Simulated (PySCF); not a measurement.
# RuO₂Cl: structure of the quartet

Aim: relax RuO₂Cl as a quartet from a trigonal pyramidal start, check by its vibrations whether the end is a minimum, and collect its spectrum and constants.

Computed with PySCF 2.14.0. Level: PBE0, basis Ru def2-TZVP with ECP28, O def2-TZVP, Cl def2-TZVP, scalar-relativistic core potentials, no spin–orbit coupling, density fitting.

**1. Where the work starts**

4 atoms, charge 0, spin multiplicity 4.

Bond lengths: Ru1–O2 1.710 Å, Ru1–O3 1.710 Å, Ru1–Cl4 2.240 Å. Angles: O2–Ru1–O3 99.8°, O2–Ru1–Cl4 99.8°, O3–Ru1–Cl4 99.8°.

Coordinates in bohr (charge 0 multiplicity 4):
```
Ru    0.0000    0.0000    0.0000
O    -1.4266    2.4710    1.5171
O    -1.4266   -2.4710    1.5171
Cl    3.7375    0.0000    1.9872
```

**2. First SCF at the start**

One driver script runs all steps and calls PySCF; scf.py shows how it sets up the SCF of each step. The optimiser is the driver's own. After this first run the driver tries any further starts and a stability analysis.

The input, scf.py:

```python
from pyscf import gto, scf, dft
mol = gto.M(atom='''
Ru     0.000000     0.000000     0.000000
O     -0.754900     1.307600     0.802800
O     -0.754900    -1.307600     0.802800
Cl     1.977800     0.000000     1.051600''',
    basis={'Ru': 'def2-TZVP', 'O': 'def2-TZVP', 'Cl': 'def2-TZVP'},
    ecp={'Ru': 'def2-TZVP'},
    charge=0, spin=3)
mf = dft.UKS(mol, xc='PBE0')
mf.grids.atom_grid = (50, 194)
aux = {'Ru': 'def2-universal-JKFIT', 'O': 'def2-universal-JKFIT', 'Cl': 'def2-universal-JKFIT'}
mf = mf.density_fit(auxbasis=aux)
mf.conv_tol = 1e-08
mf.diis_space = 10
mf.max_cycle = 60
mf.init_guess = 'minao'
mf.verbose = 4
mf.kernel()
```

The run is started by

```sh
> OMP_NUM_THREADS=4 python axn.py task.json out
```

Further steps of the session: Trigonal pyramidal start, quartet: relaxation; Frequencies.

Q: Predict the outcome of this session. Wanted: minimum; geometry; wavenumbers; dipole moment; highest occupied, lowest empty level; polar-tensor charge of Ru1; zero-point energy; atomisation energy; ⟨S²⟩.

The runs gave:

| quantity | value |
| --- | --- |
| minimum | quartet, C2v |
| geometry | Ru–Cl 2.210 Å, Ru–O 1.682 Å (×2); Cl–Ru–O 122.8° (×2), O–Ru–O 114.4° |
| wavenumbers (cm⁻¹) | 122 (b1), 158 (b2), 303 (a1), 444 (a1), 919 (b2), 990 (a1) |
| dipole moment | 0.85 D |
| highest occupied, lowest empty level (either spin) | -8.15, -5.01 eV |
| polar-tensor charge of Ru1 | +1.46 e |
| zero-point energy | 17.6 kJ/mol |
| entropy at 298.15 K | 322.8 J/(mol K) |
| atomisation energy (no zero-point energy) | 1232 kJ/mol |
| ⟨S²⟩ | 3.763 |

In words: From Cs at the start the molecule goes to a C2v minimum. In the infrared the band at 919 cm⁻¹ (b2, stretch) leads. Most of the spin sits on Ru1 (Mulliken spin 1.96, against 3 for the whole molecule). Other starts or spin states, not run here, may lie lower. One determinant may miss the lowest occupation of an open d or f shell.
